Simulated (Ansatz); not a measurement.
**HF/6-311+G(d,p) run of BN2H5 (SMILES NBN)**

What is the electronic atomisation energy of BN2H5 at HF/6-311+G**? 

Program for the calculation: Ansatz 0.2.0.

41 further runs of the same task are left out: 41 set aside as unsound or not needed.

## (1) The structure to begin with

BN2H5 has 8 atoms, charge 0, and is taken as a singlet. As SMILES, `NBN`. The shape is that of a PBE0-D4/def2-TZVP optimisation.

Bond lengths: N1–B2 1.409 Å, B2–N3 1.409 Å, N1–H4 1.005 Å, N1–H5 1.002 Å, B2–H6 1.200 Å, N3–H7 1.003 Å, N3–H8 1.005 Å. Angles: N1–B2–N3 122.9°, N1–B2–H6 118.5°, N3–B2–H6 118.5°, B2–N1–H4 124.5°, B2–N1–H5 121.9°, B2–N3–H7 121.9°, B2–N3–H8 124.5°, H4–N1–H5 113.6°, H7–N3–H8 113.6°.

## (2) A single-point energy at HF/6-311+G(d,p)

The input, in.yaml:

```yaml
crystal:
  periodic: [false, false, false]
  atoms:
    - {symbol: "N", position_ang: [-0.971000, 0.516500, -0.581100]}
    - {symbol: B, position_ang: [0.194200, 0.386600, 0.200500]}
    - {symbol: N, position_ang: [0.848200, -0.845200, 0.401400]}
    - {symbol: H, position_ang: [-1.426800, -0.244500, -1.053400]}
    - {symbol: H, position_ang: [-1.423900, 1.400900, -0.713700]}
    - {symbol: H, position_ang: [0.649700, 1.368600, 0.718000]}
    - {symbol: H, position_ang: [1.676700, -0.919800, 0.960900]}
    - {symbol: H, position_ang: [0.545000, -1.720300, 0.011600]}
basis:
  gaussian: {orbitals: 6-311+G_st__st_.json}
accuracy: high
output: {orbitals: {seedname: orbitals}}
hamiltonian: {xc: hf}
```

The basis set 6-311+G** is read from a file made from the Basis Set Exchange's data (not shown).

Started as:

```
$ ansatz run in.yaml --threads 1 --pin off --max-ram 3480MiB --events-out events.jsonl --progress --plain --runs-dir runs
```

The program printed:

```text
Warning: RAYON_NUM_THREADS=1 ignored (pool sized by the plan → 1); use --threads N
Functional definition: HF
  name "HF"
  exchange = exact_x
  correlation = 0
1919 factors; integrals over basis functions are off by at most 3.4e-9 eV
mean field evaluation 1: about -3713.4260 eV, gradient 4.5e1 eV
mean field evaluation 2: about -3713.4274 eV, gradient 4.5e1 eV
mean field evaluation 4: about -3717.6520 eV, gradient 2.9e0 eV
mean field evaluation 8: about -3717.6826 eV, gradient 4.9e-5 eV
mean field -3717.68256145 eV, -136.6223141975 hartree, gradient 1.9e-8 eV, S^2 0.000000; 0 other end points of the search recorded, 0 dependent functions left out
reference -3717.68256145 eV, -136.6223141975 hartree; 12, 12 occupied and 84, 84 virtual orbitals, 1919 factors
Total energy: -3717.68256145 eV, -136.6223141975 hartree
```

Wall time 1.3 s (1 thread of Intel Xeon 6975P-C (Granite Rapids), shared host); peak memory 0.23 GiB.

## (3) The B atom, same level

The input, run.yaml:

```yaml
crystal:
  periodic: [false, false, false]
  atoms:
    - symbol: B
      position_ang: [0.000000, 0.000000, 0.000000]
basis:
  gaussian: {orbitals: 6-311+G_st__st_.json}
magnetization: {spin_polarized: true, initial_magnetization: 1}
hamiltonian: {xc: hf}
accuracy: high
```

The basis set 6-311+G** is read from a file made from the Basis Set Exchange's data (not shown).

Started as:

```
$ ansatz run run.yaml --threads 1 --pin off --max-ram 3480MiB --events-out events.jsonl --progress --plain --runs-dir runs
```

The program printed:

```text
Warning: RAYON_NUM_THREADS=1 ignored (pool sized by the plan → 1); use --threads N
[... 4 set-up lines as earlier in the session ...]
166 factors; integrals over basis functions are off by at most 2.7e-9 eV
mean field evaluation 1: about -667.0461 eV, gradient 4.4e0 eV
mean field evaluation 2: about -667.0464 eV, gradient 4.4e0 eV
mean field evaluation 4: about -667.5007 eV, gradient 4.3e-1 eV
mean field evaluation 8: about -667.5048 eV, gradient 1.1e-3 eV
mean field evaluation 16: about -667.1792 eV, gradient 1.9e0 eV
mean field evaluation 32: about -661.0588 eV, gradient 4.1e0 eV
mean field evaluation 64: about -667.0460 eV, gradient 4.4e0 eV
mean field -667.50479547 eV, -24.5303487824 hartree, gradient 1.2e-8 eV, S^2 0.757022; 1 other end points of the search recorded, 0 dependent functions left out
reference -667.50479547 eV, -24.5303487824 hartree; 3, 2 occupied and 19, 20 virtual orbitals, 166 factors
Total energy: -667.50479547 eV, -24.5303487824 hartree
```

Wall time 0.06 s (1 thread of Intel Xeon 6975P-C (Granite Rapids), shared host).

## (4) The H atom, same level

The input, molecule.yaml:

```yaml
crystal:
  periodic: [false, false, false]
  atoms:
    - {symbol: H, position_ang: [0.000000, 0.000000, 0.000000]}
basis:
  gaussian: {orbitals: 6-311+G_st__st_.json}
magnetization: {spin_polarized: true, initial_magnetization: 1}
hamiltonian: {xc: hf}
accuracy: high
```

The basis set 6-311+G** is read from a file made from the Basis Set Exchange's data (not shown).

Run the same way, it converges to -0.49981 Eh (log not shown).

## (5) The N atom

The input, in.yaml:

```yaml
crystal:
  periodic: [false, false, false]
  atoms:
    - {symbol: N, position_ang: [0.000000, 0.000000, 0.000000]}
basis:
  gaussian:
    orbitals: 6-311+G_st__st_.json
magnetization:
  spin_polarized: true
  initial_magnetization: 3
hamiltonian:
  xc: hf
accuracy: high
```

The basis set 6-311+G** is read from a file made from the Basis Set Exchange's data (not shown).

Started as:

```
$ ansatz run in.yaml --threads 1 --pin off --max-ram 3480MiB --events-out events.jsonl --progress --plain --runs-dir runs
```

The program printed:

```text
Warning: RAYON_NUM_THREADS=1 ignored (pool sized by the plan → 1); use --threads N
[... 4 set-up lines as earlier in the session ...]
169 factors; integrals over basis functions are off by at most 2.8e-9 eV
mean field evaluation 1: about -1480.1486 eV, gradient 5.2e0 eV
mean field evaluation 2: about -1480.1590 eV, gradient 5.2e0 eV
mean field evaluation 4: about -1480.2692 eV, gradient 1.6e-1 eV
mean field evaluation 8: about -1480.2693 eV, gradient 5.1e-9 eV
mean field -1480.26927460 eV, -54.3988924790 hartree, gradient 3.0e-8 eV, S^2 3.757730; 0 other end points of the search recorded, 0 dependent functions left out
reference -1480.26927460 eV, -54.3988924790 hartree; 5, 2 occupied and 17, 20 virtual orbitals, 169 factors
Total energy: -1480.26927460 eV, -54.3988924790 hartree
```

Wall time 0.06 s (1 thread of Intel Xeon 6975P-C (Granite Rapids), shared host).

## (6) What came out

Level: HF/6-311+G**.

```
                     quantity          value
       molecule: total energy  -136.62231 Eh
        molecule: HOMO energy      -10.29 eV
        molecule: LUMO energy        1.51 eV
      molecule: HOMO–LUMO gap       11.80 eV
         B atom: total energy   -24.53035 Eh
                 B atom: ⟨S²⟩          0.757
         H atom: total energy    -0.49981 Eh
                 H atom: ⟨S²⟩          0.750
         N atom: total energy   -54.39889 Eh
                 N atom: ⟨S²⟩          3.758
electronic atomisation energy      21.637 eV
```

Taking the molecule apart into free atoms costs 21.64 eV (2088 kJ/mol), before zero-point energy and without spin-orbit coupling. Hartree–Fock lacks the correlation of the bonding pairs, which as a rule makes this value much too low; in minimal bases other errors can mask that.
